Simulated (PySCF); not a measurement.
**Cu2−: from the state search to spectroscopic constants**

The task here is to estimate one member of a computed series from the others.

The runs use PySCF 2.14.0; Cu def2-TZVPPD, no relativity.

3 further runs of the same task are left out: 3 set aside as unsound or not needed.

Set-up of the first run:

The job is set up so:

```
atoms                         : Cu, Cu
charge                        : -1
basis                         : Cu def2-TZVPPD
Hamiltonian                   : no relativity
basis functions               : 134
electrons treated             : 59
masses in u                   : 62.9296, 62.9296
levels                        : PBE0, PBE, r²SCAN, PW91, B2PLYP, M06-L, B97-3, M06-2X, HSE06, MP2, SCS-MP2
grid                          : 80 radial by 434 angular points
occupations                   : held fixed by the projection of orbital angular momentum
dissociation limit            : Cu + Cu−, each in its ground configuration
starting distance in angstrom : 2.370
values of 2S to try           : 1, 3
```

Launch:

```
$ OMP_NUM_THREADS=2 python dia.py task.json out
```

Among the steps run: The job; PBE0 along the bond; PBE; r²SCAN; PW91 (GGA); B2PLYP (double hybrid); M06-L (meta-GGA); B97-3 (global hybrid GGA); M06-2X; HSE06.

One table of the session follows, with a row left open; its other results are not shown here.

Energy (eV) from each level's lowest point:

| R (Å) | ROHF-MP2 | ROHF-SCS-MP2 | PBE | PW91 | r²SCAN |
| --- | --- | --- | --- | --- | --- |
| 2.078 | 0.301 | 0.359 | 0.321 | 0.309 | 0.243 |
| 2.174 | 0.108 | 0.146 | 0.122 | 0.114 | 0.077 |
| 2.271 | 0.019 | 0.039 | 0.025 | 0.022 | 0.008 |
| 2.344 | 0.000 | 0.005 | 0.000 | 0.000 | 0.000 |
| 2.416 | 0.009 | 0.000 | 0.003 | 0.005 | 0.018 |
| 2.489 | 0.038 | 0.016 | 0.025 | 0.030 | 0.053 |
| 2.585 | 0.097 | 0.058 | 0.076 | 0.084 | 0.120 |
| 2.706 | 0.190 | 0.132 | 0.158 | 0.169 | 0.219 |
| 2.851 | ? | ? | ? | ? | ? |
| 3.044 | 0.472 | 0.372 | 0.414 | 0.431 | 0.514 |

Estimate the missing values for R (Å) = 2.851.

Worked estimate for «ROHF-MP2». A straight line through the neighbours (2.706, 0.190) and (3.044, 0.472) gives 0.190 + (0.472 − 0.190) × (2.851 − 2.706) / (3.044 − 2.706) = 0.311; a parabola fitted to 3 rows on both sides gives 0.307.

As computed: ROHF-MP2: 0.312; ROHF-SCS-MP2: 0.234; PBE: 0.269; PW91: 0.283; r²SCAN: 0.347. In «ROHF-MP2» the line misses by -0.001 and the parabola by -0.005.

Caveats from the session: Lowest PBE0 solution found, without spin–orbit coupling: ²Σu⁺ (doublet), unpaired electrons σ ↑. Warnings in the runs' records: inverted.
